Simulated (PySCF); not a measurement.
# A diatomic session: NaAs

One table from this session's results is given with a row withheld; the runs are named, their logs left out.

Computed with PySCF 2.14.0. Level: Na 6-311G(d,p), As 6-311G(d,p), no relativity.

The first run:

Settings of the job:

```json
{
 "atoms": "Na, As",
 "charge": "0",
 "basis": "Na 6-311G(d,p), As 6-311G(d,p)",
 "Hamiltonian": "no relativity",
 "basis functions": "70",
 "electrons treated": "44",
 "masses in u": "22.9898, 74.9216",
 "levels": "PBE0, PBE, r²SCAN, B2PLYP, r²SCAN0, BP86, CAM-B3LYP, HF, MP2, SCS-MP2, CCSD, CCSD(T)",
 "grid": "80 radial by 434 angular points",
 "occupations": "held fixed by the projection of orbital angular momentum",
 "dissociation limit": "Na + As, each in its ground configuration",
 "starting distance in angstrom": "2.750",
 "values of 2S to try": "0, 2, 4"
}
```

Run with:

```console
> OMP_NUM_THREADS=1 python dia.py task.json out
```

Steps of the session up to this table: Input; The PBE0 curve of the state that the search chose; Excited determinants; PBE; r²SCAN; B2PLYP (double hybrid); r²SCAN0; BP86; CAM-B3LYP (range-separated hybrid); ROHF (mean field); Adding correlation.

One of the session's tables, all rows but one given; the rest of the session is left out.

Energy (eV) from each level's lowest point:

| R (Å) | ROHF | ROHF-MP2 | ROHF-SCS-MP2 | ROHF-CCSD | ROHF-CCSD(T) |
| --- | --- | --- | --- | --- | --- |
| 2.368 | 0.460 | 0.423 | 0.434 | n/a | n/a |
| 2.479 | 0.215 | 0.192 | 0.199 | 0.207 | 0.209 |
| 2.589 | 0.074 | 0.062 | 0.066 | 0.072 | 0.074 |
| 2.671 | 0.020 | 0.014 | 0.017 | 0.020 | 0.021 |
| 2.754 | 0.000 | 0.000 | 0.000 | 0.000 | 0.000 |
| 2.837 | 0.006 | 0.011 | 0.009 | 0.005 | 0.004 |
| 2.947 | 0.047 | 0.057 | 0.052 | 0.041 | 0.037 |
| 3.084 | ? | ? | ? | ? | ? |
| 3.250 | 0.273 | 0.289 | 0.276 | 0.235 | 0.221 |
| 3.470 | 0.489 | 0.502 | 0.484 | n/a | n/a |

**Question.** Estimate the row for R (Å) = 3.084.

Worked estimate for «ROHF». A straight line through the neighbours (2.947, 0.047) and (3.250, 0.273) gives 0.047 + (0.273 − 0.047) × (3.084 − 2.947) / (3.250 − 2.947) = 0.149; a parabola fitted to 4 rows on both sides gives 0.138.

The run gave: ROHF: 0.134; ROHF-MP2: 0.148; ROHF-SCS-MP2: 0.140; ROHF-CCSD: 0.117; ROHF-CCSD(T): 0.109. In «ROHF» the line misses by +0.015 and the parabola by +0.004.
